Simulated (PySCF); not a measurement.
# Re2 (Re2-): the cost of one run

The runs use PySCF 2.14.0; several levels, as the steps say, no spin–orbit coupling.

### 1 Where the work starts

2 atoms, charge -1, spin multiplicity 2.

Bond lengths: Re1–Re2 2.074 Å.

As a file:

```xyz
2
Re2
Re    0.0000    0.0000    1.0369
Re    0.0000    0.0000   -1.0369
```

An earlier session relaxed this geometry at PBE, Re def2-SVP with ECP60 (doublet, point group D∞h).

At PBE on the finer grid: E = -156.574250 Eh, HOMO 1.18 eV, LUMO 1.48 eV (over both spins), ⟨S²⟩ = 0.764, Mulliken charge on Re1 -0.50 e, largest force component 0.001 eV/Å. The highest filled level lies above zero; it isn't the detachment energy.

Levels to run: M06-L; r2SCAN; TPSSh; PBE0; PBE, TZVP; PBE, x2c-SVP. Hardware: 2 threads of AMD EPYC 9R45 (Zen 5), shared host.

### 2 M06-L

Input file run.py (the lines that set the calculation):

```python
mol = gto.M(atom='''
Re     0.00000     0.00000     1.03687
Re     0.00000     0.00000    -1.03687''',
    basis={'Re': 'def2-SVP'},
    ecp={'Re': 'def2-SVP'},
    charge=-1, spin=1)
mf = dft.UKS(mol, xc='M06L')
mf.grids.atom_grid = (75, 302)
mf = mf.density_fit()  # fitting sets: Re def2-universal-JKFIT
mf.conv_tol = 1e-08; mf.max_cycle = 55
mf.kernel(dm0)  # dm0: the density of the relaxed state
```

Started as:

```bash
$ OMP_NUM_THREADS=2 python run.py
```

**Question.** How long does this run take on 2 threads of AMD EPYC 9R45 (Zen 5), shared host?

About 2.6 s.
